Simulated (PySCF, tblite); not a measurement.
**CH₁₀B₃NSi: geometry, infrared bands and NMR shifts**

Aim: predict the infrared bands and NMR shifts of CH₁₀B₃NSi (`BN(B)[SiH2]BC`).

Programs: tblite 0.8.0 and PySCF 2.14.0, with density-fitted response routines of our own. Each step states its level of theory. These are calculated values for one molecule in the gas phase, unless marked as measured. Atoms are numbered from 0 throughout.

**1. The starting structure**

16 atoms, charge 0, multiplicity 1; geometry from: force field or distance geometry start.

Bonds of the start (Å): B0–N1 1.54, N1–B2 1.52, N1–Si3 1.79, Si3–B4 1.95, B4–C5 1.59, B0–H6 1.18, B0–H7 1.19, B2–H8 1.18, B2–H9 1.18, Si3–H10 1.47, Si3–H11 1.46, B4–H12 1.19, C5–H13 1.10, C5–H14 1.10, C5–H15 1.11.

**2. Optimising the geometry with GFN2-xTB**

What the job is given:

```
{"job": {"kind": "relax", "xc": "GFN2-xTB", "basis": "xTB"}, "charge": 0, "multiplicity": 1}
B      1.749700    -0.117600     1.074700
N      1.157800    -0.289600    -0.334300
B      2.258200     0.057700    -1.330000
Si    -0.187100     0.880200    -0.542900
B     -1.707600     0.331400     0.556100
C     -2.365600    -1.097500     0.339600
H      1.657000    -0.992000     1.854400
H      2.181400     0.934000     1.432300
H      2.762300     1.128000    -1.331900
H      2.534800    -0.714600    -2.171700
H     -0.611800     0.885100    -1.945100
H      0.239000     2.223300    -0.146000
H     -2.132600     1.067000     1.384200
H     -3.199400    -1.227400     1.049000
H     -2.741200    -1.177300    -0.695300
H     -1.602500    -1.881700     0.540200
```

Run with:

```sh
$ OMP_NUM_THREADS=1 python probes_run.py task.json out
```

The driver reads the jobs from task.json and runs them one after another.

**Question.** This job is followed by: GFN2-xTB harmonic vibrations, gas phase; GIAO PBE0/pcSseg-1 NMR shielding, non-relativistic, gas phase. What will the session give for the following? strongest single infrared mode (GFN2-xTB); zero-point energy (GFN2-xTB); 13C shifts against TMS (PBE0/pcSseg-1); 1H shifts against TMS (PBE0/pcSseg-1, means over atoms taken as alike); 11B shifts against BF3·OEt2 (PBE0/pcSseg-1, means over atoms taken as alike); 15N shifts against NH3 (PBE0/pcSseg-1); 29Si shifts against TMS (PBE0/pcSseg-1).

As calculated:

| quantity | value |
| --- | --- |
| strongest single infrared mode (GFN2-xTB) | 2113 cm⁻¹, 519 km/mol |
| zero-point energy (GFN2-xTB) | 70.6 kcal/mol |
| 13C shifts against TMS (PBE0/pcSseg-1) | 20.9 ppm |
| 1H shifts against TMS (PBE0/pcSseg-1, means over atoms taken as alike) | 9.35, 5.46, 5.32, 1.68 ppm |
| 11B shifts against BF3·OEt2 (PBE0/pcSseg-1, means over atoms taken as alike) | 95.5, 56.3 ppm |
| 15N shifts against NH3 (PBE0/pcSseg-1) | 200.3 ppm |
| 29Si shifts against TMS (PBE0/pcSseg-1) | -31.6 ppm |

Relaxing lowered the energy by 1.647 eV in 173 steps; the close pair that moved most is B0–N1, from 1.538 to 1.411 Å. All 42 modes are real, so the xTB geometry is a minimum. The strongest single mode, at 2113 cm⁻¹, moves mainly H11 and H10. Unscaled tight-binding wavenumbers are off by several per cent, some by more. Its intensities can rank the bands wrongly. At PBE0/pcSseg-1: Shielding is most anisotropic at N1 (span 383 ppm, paramagnetic term -261 ppm).
